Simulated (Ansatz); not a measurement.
# LuC: the cost of one run

Program: Ansatz 0.2.0. Level of theory: DFT r²SCAN, scalar-relativistic, plane waves, PAW. These are calculated values, not measurements.

2 further runs of the same task are left out: 1 that didn't finish, 1 set aside as unsound or not needed.

## (1) The starting structure

Symmetry: F-43m, No. 216, cubic system. Conventional cell: a = 5.258 Å, b = 5.258 Å, c = 5.258 Å, α = 90.00°, β = 90.00°, γ = 90.00°. Lu (site symmetry -43m) is surrounded by 4 C at 2.28 Å. C (site symmetry -43m) is surrounded by 4 Lu at 2.28 Å.

As a file:

```cif
data_structure
_symmetry_space_group_name_H-M 'P 1'
_symmetry_Int_Tables_number 1
_cell_length_a 3.7182
_cell_length_b 3.7182
_cell_length_c 3.7182
_cell_angle_alpha 60.000
_cell_angle_beta 60.000
_cell_angle_gamma 60.000
_cell_volume 36.35
loop_
_atom_site_label
_atom_site_type_symbol
_atom_site_fract_x
_atom_site_fract_y
_atom_site_fract_z
_atom_site_occupancy
Lu1 Lu 0.00000 0.00000 0.00000 1
C1 C 0.25000 0.25000 0.25000 1
```

This cell comes from an earlier session at r²SCAN: 18.174 Å³/atom at -0.01 GPa, on a 12×12×12 mesh.

The changes: atom 1 (Lu) moved 0.08 Å along z; strain e2 = +0.03, atoms carried along; all atoms moved at random (σ = 0.1 Å), cell strained at random (1 %).

## (2) Atom 1 (Lu) moved 0.08 Å along z

The input, input.yaml:

```yaml
crystal:
  lattice:
    - [0.0, 2.6291647261, 2.6291647261]
    - [2.6291647261, 0.0, 2.6291647261]
    - [2.6291647261, 2.6291647261, 0.0]
  atoms:
    - { symbol: Lu, position: [0.0152139573, 0.0152139573, -0.0152139573] }
    - { symbol: C, position: [0.25, 0.25, 0.25] }
basis:
  ecutwfc: 500
  ecutrho_ratio: 4
kpoints:
  mp_grid: { grid: [12, 12, 12] }
hamiltonian:
  xc: r2scan
scf:
  occupations: { method: gaussian, width: 0.05 }
output:
  forces: true
  stress: true
  eigenvalues: true
  write_density: true
  write_potential: true
  elf: true
  volumetric_format: npy
```

Run with:

```bash
ansatz run input.yaml --threads 2 --pin off --max-ram 2662MiB --backend cpu --events-out ev --progress --plain --runs-dir out
```

**Question.** How long does this run take on 2 threads of Arm Neoverse V2, shared host, and how much memory does it need?

About 29 s, with a peak of 0.64 GiB.
